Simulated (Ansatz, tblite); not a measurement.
**Si(CCH)2Me2 (C6H8Si): rung by rung**

The task here is to estimate one member of a computed series from the others.

The runs use Ansatz 0.2.0, Gaussian basis; as each input shows.

The runs, in order: GFN1-xTB, GFN2-xTB, PBE-D4/def2-TZVP, r2SCAN-D4/def2-TZVP, LC-ωPBE/def2-TZVP, HF/def2-TZVP, r2SCAN0-D4/def2-TZVP, PBE-D4/def2-SVP, PBE0-D4/def2-SVP, HF/STO-3G, HF/6-31G, B3LYP-D4/6-31G, CCSD(T)/def2-SVP, MP2/def2-TZVP, RPA/def2-TZVP.

2 further runs of the same task are left out: 2 set aside as unsound or not needed.

## The geometry

The geometry is that of the singlet, from an earlier relaxation (PBE0-D4/def2-SVP).

15 atoms, charge 0, spin multiplicity 1.

Bond lengths: Si1–C2 1.843 Å, Si1–C5 1.843 Å, Si1–C8 1.871 Å, Si1–C12 1.871 Å, C2–C3 1.217 Å, C3–H4 1.076 Å, C5–C6 1.217 Å, C6–H7 1.076 Å, C8–H9 1.101 Å, C8–H10 1.100 Å, C8–H11 1.101 Å, C12–H13 1.101 Å, C12–H14 1.100 Å, C12–H15 1.101 Å. Angles: C2–Si1–C5 107.7°, C2–Si1–C8 109.2°, C2–Si1–C12 109.2°, C5–Si1–C8 109.2°, C5–Si1–C12 109.2°, C8–Si1–C12 112.2°, Si1–C2–C3 179.3°, C2–C3–H4 179.9°, Si1–C5–C6 178.9°, C5–C6–H7 179.5°, Si1–C8–H9 110.4°, Si1–C8–H10 110.6°, Si1–C8–H11 110.4°, H9–C8–H10 108.4°, H9–C8–H11 108.6°, H10–C8–H11 108.4°, Si1–C12–H13 110.4°, Si1–C12–H14 110.6° and more.

PBE0-D4/def2-TZVP was run before; its log isn't repeated, and its numbers join the tables.

The first run:

Tight binding, by tblite at 300 K electronic temperature and without a spin-polarisation term:

```python
tblite.interface.Calculator('GFN1-xTB', numbers, positions, charge=0, uhf=0).singlepoint()
```

Tight binding, by tblite at 300 K electronic temperature and without a spin-polarisation term:

```python
tblite.interface.Calculator('GFN2-xTB', numbers, positions, charge=0, uhf=0).singlepoint()
```

start.molden holds the orbitals of an earlier run on this state, given as this run's starting guess.

Contents of in.yaml:

```yaml
crystal:
  periodic: [false, false, false]
  atoms:
    - {symbol: Si, position_ang: [-0.051804, -0.000082, -0.036010]}
    - {symbol: C, position_ang: [-0.029709, -0.007873, 1.806374]}
    - {symbol: C, position_ang: [-0.029406, -0.011178, 3.023537]}
    - {symbol: H, position_ang: [-0.027928, -0.014065, 4.099391]}
    - {symbol: C, position_ang: [1.697038, 0.005623, -0.615968]}
    - {symbol: C, position_ang: [2.845057, 0.008653, -1.020376]}
    - {symbol: H, position_ang: [3.862707, 0.009999, -1.369474]}
    - {symbol: C, position_ang: [-0.904574, 1.553625, -0.635716]}
    - {symbol: H, position_ang: [-0.891017, 1.597837, -1.735819]}
    - {symbol: H, position_ang: [-0.397837, 2.449025, -0.246035]}
    - {symbol: H, position_ang: [-1.951974, 1.571978, -0.296532]}
    - {symbol: C, position_ang: [-0.899073, -1.551724, -0.648687]}
    - {symbol: H, position_ang: [-1.935543, -1.593571, -0.279472]}
    - {symbol: H, position_ang: [-0.368354, -2.448442, -0.295745]}
    - {symbol: H, position_ang: [-0.917583, -1.569805, -1.749469]}
basis:
  gaussian: {orbitals: def2-TZVP, initial_orbitals: start.molden}
hamiltonian: {xc: pbe, dispersion: d4}
scf: {omitted_lower_state_checks: [starts]}
output: {orbitals: {seedname: orbitals}}
```

Command:

```bash
> ansatz run in.yaml --threads 4 --pin off --events-out ev --progress --plain --max-ram 4787MiB
```

Among the steps run: PBE-D4/def2-TZVP; r2SCAN-D4/def2-TZVP; LC-ωPBE/def2-TZVP; HF/def2-TZVP; r2SCAN0-D4/def2-TZVP; PBE-D4/def2-SVP; PBE0-D4/def2-SVP; HF/STO-3G; HF/6-31G; B3LYP-D4/6-31G; CCSD(T)/def2-SVP; MP2/def2-TZVP; RPA/def2-TZVP.

One of the session's tables, all rows but one given; the rest of the session is left out.

It belongs to the step «Binding energy». 

| method | binding an atom (eV) |
| --- | --- |
| HF/STO-3G | 3.991 |
| HF/6-31G | 3.076 |
| HF/def2-SVP | 3.334 |
| HF/def2-TZVP | 3.295 |
| PBE-D4/def2-SVP | 4.549 |
| PBE-D4/def2-TZVP | 4.533 |
| r2SCAN-D4/def2-TZVP | 4.439 |
| B3LYP-D4/6-31G | 4.279 |
| PBE0-D4/def2-SVP | 4.476 |
| PBE0-D4/def2-TZVP | 4.454 |
| r2SCAN0-D4/def2-TZVP | ? |
| LC-ωPBE/def2-TZVP | 4.409 |
| MP2/def2-SVP | 4.305 |
| MP2/def2-TZVP | 4.379 |
| CCSD/def2-SVP | 4.174 |
| CCSD(T)/def2-SVP | 4.230 |

Q: Estimate the row for r2SCAN0-D4/def2-TZVP from the others.

As computed: binding an atom (eV): 4.373. In the column «binding an atom (eV)» it lies between MP2/def2-SVP (4.305) and MP2/def2-TZVP (4.379).

Limits of these values: Free atoms were run apart at each level; binding is atoms less cluster, divided by the number of atoms, without zero-point or spin-orbit terms.
